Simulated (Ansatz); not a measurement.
# CH₂SeTe: a ladder of functionals and wavefunction methods

The task here is to estimate one member of a computed series from the others.

Method: functionals in def2-TZVPP, the program's frozen cores in correlated methods; program: Ansatz 0.2.0, Gaussian basis.

The runs, in order: LDA (SPW92), PBE-D4, revPBE-D4, BLYP-D4, r2SCAN-D4, B97M-V, PBE0-D4, B3LYP-D4, r2SCANh-D4, r2SCAN0-D4, HSE06-D4, BHLYP-D4, CAM-B3LYP-D4, LC-ωPBE, ωB97X-V, ωB97M-V, B2PLYP, PBE-QIDH; CCSD(T)/def2-SVP; CCSD(T)/def2-TZVPP; MP2/def2-QZVPP; extrapolation to the limit; RPA on PBE.

### Structure used throughout

All runs share one geometry, relaxed beforehand with PBE0-D4 in a triple-zeta def2 set. Te takes the def2 core potential; no spin-orbit term is included.

SMILES `[Se]=C[TeH]`, 5 atoms, charge 0, spin multiplicity 1.

Atoms are counted from 1 here; the program's logs count them from 0.

Bond lengths: Se1–C2 1.756 Å, C2–Te3 2.061 Å, C2–H4 1.088 Å, Te3–H5 1.663 Å. Angles: Se1–C2–Te3 124.9°, Se1–C2–H4 121.3°, Te3–C2–H4 113.7°, C2–Te3–H5 94.5°.

Set-up of the first run:

Input file in.yaml:

```yaml
crystal:
  periodic: [false, false, false]
  atoms:
    - {symbol: Se, position_ang: [-0.829864, -1.965371, -0.888549]}
    - {symbol: C, position_ang: [-0.258869, -0.564381, 0.001995]}
    - {symbol: Te, position_ang: [0.648283, 1.081865, -0.842655]}
    - {symbol: H, position_ang: [-0.362918, -0.500381, 1.083142]}
    - {symbol: H, position_ang: [0.853268, 1.874569, 0.604666]}
basis:
  gaussian: {orbitals: def2-TZVPP}
hamiltonian: {xc: lda}
output: {orbitals: {seedname: orbitals}}
```

The run is started by

```console
> ansatz run in.yaml --threads 2 --pin off --events-out ev --progress --plain --max-ram 4352MiB
```

Steps of the session up to this table: LDA; PBE-D4 (GGA); revPBE-D4 (GGA); BLYP-D4 (GGA); r2SCAN-D4 (meta-GGA); B97M-V (meta-GGA); PBE0-D4 (hybrid); B3LYP-D4 (hybrid); r2SCANh-D4 (hybrid); r2SCAN0-D4 (hybrid); HSE06-D4 (hybrid); BHLYP-D4 (hybrid); CAM-B3LYP-D4 (range-separated); LC-ωPBE (range-separated); ωB97X-V (range-separated); ωB97M-V (range-separated); B2PLYP (double hybrid); PBE-QIDH (double hybrid).

One table of the session follows, with a row left open; its other results are not shown here.

It belongs to the step «Frontier levels by functional». 

| functional | HOMO (eV) | LUMO (eV) | gap (eV) |
| --- | --- | --- | --- |
| LDA (SPW92) | -5.33 | -3.54 | 1.78 |
| PBE-D4 | -5.18 | -3.35 | 1.83 |
| revPBE-D4 | -5.13 | -3.28 | 1.85 |
| BLYP-D4 | -5.01 | -3.19 | 1.82 |
| r2SCAN-D4 | -5.40 | -3.31 | 2.08 |
| B97M-V | -5.47 | -3.22 | 2.25 |
| PBE0-D4 | -6.30 | -2.62 | 3.68 |
| B3LYP-D4 | -6.06 | -2.77 | 3.29 |
| r2SCANh-D4 | -5.81 | -3.03 | 2.78 |
| r2SCAN0-D4 | -6.44 | -2.60 | 3.84 |
| HSE06-D4 | -5.90 | -2.99 | 2.91 |
| BHLYP-D4 | -7.26 | -1.69 | 5.57 |
| CAM-B3LYP-D4 | -7.56 | -1.57 | 5.98 |
| LC-ωPBE | ? | ? | ? |
| ωB97X-V | -8.58 | -0.62 | 7.96 |
| ωB97M-V | -8.44 | -0.65 | 7.78 |

Estimate the missing values for LC-ωPBE.

**Answer.** HOMO (eV): -8.93; LUMO (eV): -0.62; gap (eV): 8.31. In the column «HOMO (eV)» it is the lowest.
